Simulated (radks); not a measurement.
# The Coulomb parameter U of the 5d shell of Au⁺

An exercise on one series of results from a longer session: the logs are not shown, and one member is left open.

Method: scalar-relativistic Kohn-Sham, r2SCAN, spin-unpolarised, spherical densities, finite nucleus. Code: radks (a radial shooting solver on a logarithmic mesh, Libxc functionals) version 1.

## What is computed

```
element            : gold (Z = 79)
charge             : +1
electrons          : 78
configuration      : [Xe] 4f14 5d9 6p1
nuclear rms radius : 5.4371 fm
```

The outer shells:

Au⁺
```
[Xe] core
4f [↑↓][↑↓][↑↓][↑↓][↑↓][↑↓][↑↓]
5d [↑↓][↑↓][↑↓][↑↓][↑ ]
6p [↑ ][  ][  ]
```

The first run:

Input:

```text
Z 79
configuration [Xe] 4f14 5d9 6p1
relativity scalar-relativistic
functional r2scan,r2scan
spin unpolarised
nucleus finite rms 5.4371 fm
c 137.035999084
```

Steps of the session up to this table: Start: [Xe] 4f14 5d9 6p1.

One table of the session follows, with a row left open; its other results are not shown here.

It belongs to the step «Start: [Xe] 4f14 5d9 6p1». Sizes of the orbitals, from the radial functions (bohr):

```
level     <r>  outermost maximum (interpolated)  90 % within  nodes
   4s       ?                                 ?            ?      ?
   4p  0.4332                             0.403        0.628      2
   4d  0.4582                             0.410        0.683      1
   5s  0.9296                             0.849         1.33      4
   4f  0.4986                             0.377        0.800      0
   5p   1.071                             0.952         1.55      3
   5d   1.507                              1.20         2.33      2
   6p   3.480                              2.92         5.18      4
```

Estimate the missing values for 4s.

The run gave: <r>: 0.4070; outermost maximum (interpolated): 0.383; 90 % within: 0.583; nodes: 3. In the column «<r>» it is the lowest.
